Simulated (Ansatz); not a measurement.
# F3H3InP: small, medium and large basis sets

An exercise on one series of results from a longer session: the logs are not shown, and one member is left open.

The runs use Ansatz 0.2.0, Gaussian basis; one geometry, several basis sets.

Levels to be run: PBE0-D4/def2-SVP; ωB97M-V/def2-SVP; PBE0-D4/def2-QZVPP; ωB97M-V/def2-QZVPP; the functionals' def2-TZVPP values are taken from earlier runs.

**The geometry**

An earlier PBE0-D4 in a triple-zeta def2 set relaxation fixed the geometry. In takes the def2 core potential; no spin-orbit term is included.

8 atoms, charge 0, spin multiplicity 1.

Atoms are counted from 1 here; the program's logs count them from 0.

Bond lengths: F1–P2 1.568 Å, P2–F3 1.566 Å, P2–F4 1.597 Å, In5–H6 1.722 Å, In5–H7 1.721 Å, In5–H8 1.734 Å. Angles: F1–P2–F3 97.8°, F1–P2–F4 96.3°, F3–P2–F4 96.9°, H6–In5–H7 121.7°, H6–In5–H8 119.0°, H7–In5–H8 119.2°.

Set-up of the first run:

in.yaml reads:

```yaml
crystal:
  periodic: [false, false, false]
  atoms:
    - {symbol: F, position_ang: [1.840261, -2.064320, 1.562554]}
    - {symbol: P, position_ang: [0.446014, -1.572517, 1.039481]}
    - {symbol: F, position_ang: [0.499701, -2.247777, -0.372487]}
    - {symbol: F, position_ang: [0.932636, -0.123914, 0.577299]}
    - {symbol: In, position_ang: [-0.904318, 1.503639, -0.696596]}
    - {symbol: H, position_ang: [-0.841629, 2.770069, 0.469096]}
    - {symbol: H, position_ang: [-0.074828, 1.615832, -2.200204]}
    - {symbol: H, position_ang: [-1.897837, 0.118978, -0.379143]}
basis:
  gaussian: {orbitals: def2-SVP}
hamiltonian: {xc: pbe0, dispersion: d4}
output: {orbitals: {seedname: orbitals}}
```

Launch:

```console
$ ansatz run in.yaml --threads 4 --pin off --events-out ev --progress --plain --max-ram 10444MiB
```

Among the steps run: PBE0-D4 in def2-SVP; ωB97M-V in def2-SVP; PBE0-D4 in def2-QZVPP; ωB97M-V in def2-QZVPP.

One table of the session follows, with a row left open; its other results are not shown here.

It belongs to the step «Density functionals: the series». 

```
functional       basis  HOMO (eV)  LUMO (eV)
   PBE0-D4    def2-SVP      -8.04      -1.40
   PBE0-D4  def2-TZVPP      -8.09      -1.54
   PBE0-D4  def2-QZVPP      -8.10      -1.56
   ωB97M-V    def2-SVP          ?          ?
   ωB97M-V  def2-TZVPP     -10.29       0.02
   ωB97M-V  def2-QZVPP     -10.30      -0.05
```

Estimate the missing values for ωB97M-V, def2-SVP.

The run gave: HOMO (eV): -10.17; LUMO (eV): 0.26. In the column «HOMO (eV)» it lies between ωB97M-V, def2-TZVPP (-10.29) and PBE0-D4, def2-QZVPP (-8.10).
